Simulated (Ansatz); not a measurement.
# BH7N2OSi: the cost of one run

All numbers are computed with the Python package of Ansatz 0.2.0. Level of theory: PBE+D3(BJ)/def2-SVPD.

### 1 The system

Bond lengths: N1–B2 1.462 Å, B2–N3 1.498 Å, B2–O4 1.463 Å, O4–Si5 1.668 Å, N1–H6 1.081 Å, N1–H7 1.058 Å, N3–H8 1.060 Å, N3–H9 1.057 Å, Si5–H10 1.474 Å, Si5–H11 1.432 Å, Si5–H12 1.501 Å. Angles (14 of 16 angles, heavy atoms first): N1–B2–N3 118.4°, N1–B2–O4 122.6°, N3–B2–O4 119.1°, B2–O4–Si5 110.3°, B2–N1–H6 110.9°, B2–N1–H7 108.6°, B2–N3–H8 109.3°, B2–N3–H9 110.6°, O4–Si5–H10 109.9°, O4–Si5–H11 109.8°, O4–Si5–H12 108.2°, H6–N1–H7 102.5°, H8–N3–H9 109.8°, H10–Si5–H11 110.6°.

Input file bh7n2osi.xyz:

```xyz
12

N    -1.20970    1.15510    0.82430
B    -0.44900   -0.07330    0.60090
N     0.27430   -0.68330    1.76200
O    -0.40430   -0.74640   -0.69710
Si    0.86680   -0.16450   -1.60670
H    -0.91620    1.92370    0.12380
H    -2.21980    0.97930    0.56280
H     0.76910   -1.56490    1.44180
H    -0.40140   -0.91500    2.54070
H     0.71780    1.28860   -1.80390
H     0.91100   -0.84310   -2.86700
H     2.13830   -0.41150   -0.84750
```

### 2 The code

File bh7n2osi_ip.py:

```python
"""Vertical ionisation energy and electron affinity of BH7N2OSi."""

import ansatz as az

BASIS = "def2-SVPD"
FUNCTIONAL = "pbe"
VDW = "d3bj"


def energy_of(molecule, charge=0, unpaired=0):
    calc = (
        molecule.calculation()
        .basis(gaussian=BASIS)
        .functional(FUNCTIONAL, dispersion=VDW)
        .accuracy("medium")
    )
    if charge:
        calc = calc.charge(charge)
    if unpaired:
        calc = calc.spin("collinear", total=unpaired)
    report = calc.run(threads=1, backend="cpu").report
    if report["published_state_doubts"]:
        print("  doubts:", report["published_state_doubts"])
    return report["free_energy_ev"]


def main() -> None:
    mol = az.Crystal.molecule_from_extxyz("bh7n2osi.xyz")

    # total-energy differences at one geometry
    parent = energy_of(mol, 0, 0)
    cation = energy_of(mol, 1, 1)
    print(f"E(N)   = {parent:.5f} eV")
    print(f"E(N-1) = {cation:.5f} eV  (1 unpaired)")
    print(f"vertical ionisation energy {cation - parent:.3f} eV")
    anion = energy_of(mol, -1, 1)
    print(f"E(N+1) = {anion:.5f} eV  (1 unpaired)")
    print(f"vertical electron affinity {parent - anion:.3f} eV" + ("" if anion < parent else " (unbound in this basis)"))
    print(f"fundamental gap IP - EA = {cation + anion - 2 * parent:.3f} eV")


if __name__ == "__main__":
    main()
```

### 3 What the engine is handed

The engine receives this input (first run):

```yaml
crystal:
  periodic: [false, false, false]
  atoms:
    - { symbol: "N", position_ang: [-1.2097, 1.1551, 0.8243] }
    - { symbol: B, position_ang: [-0.449, -0.0733, 0.6009] }
    - { symbol: "N", position_ang: [0.2743, -0.6833, 1.762] }
    - { symbol: O, position_ang: [-0.4043, -0.7464, -0.6971] }
    - { symbol: Si, position_ang: [0.8668, -0.1645, -1.6067] }
    - { symbol: H, position_ang: [-0.9162, 1.9237, 0.1238] }
    - { symbol: H, position_ang: [-2.2198, 0.9793, 0.5628] }
    - { symbol: H, position_ang: [0.7691, -1.5649, 1.4418] }
    - { symbol: H, position_ang: [-0.4014, -0.915, 2.5407] }
    - { symbol: H, position_ang: [0.7178, 1.2886, -1.8039] }
    - { symbol: H, position_ang: [0.911, -0.8431, -2.867] }
    - { symbol: H, position_ang: [2.1383, -0.4115, -0.8475] }
accuracy: medium
basis:
  gaussian:
    orbitals: def2-SVPD
hamiltonian:
  xc: pbe
  dispersion: d3bj
```

### 4 Launch

Launch:

```console
$ python bh7n2osi_ip.py
```

What time and memory should one allow on 1 thread of Intel Xeon 6975P-C (Granite Rapids), shared host?

About 27 s, with a peak of 0.39 GiB.
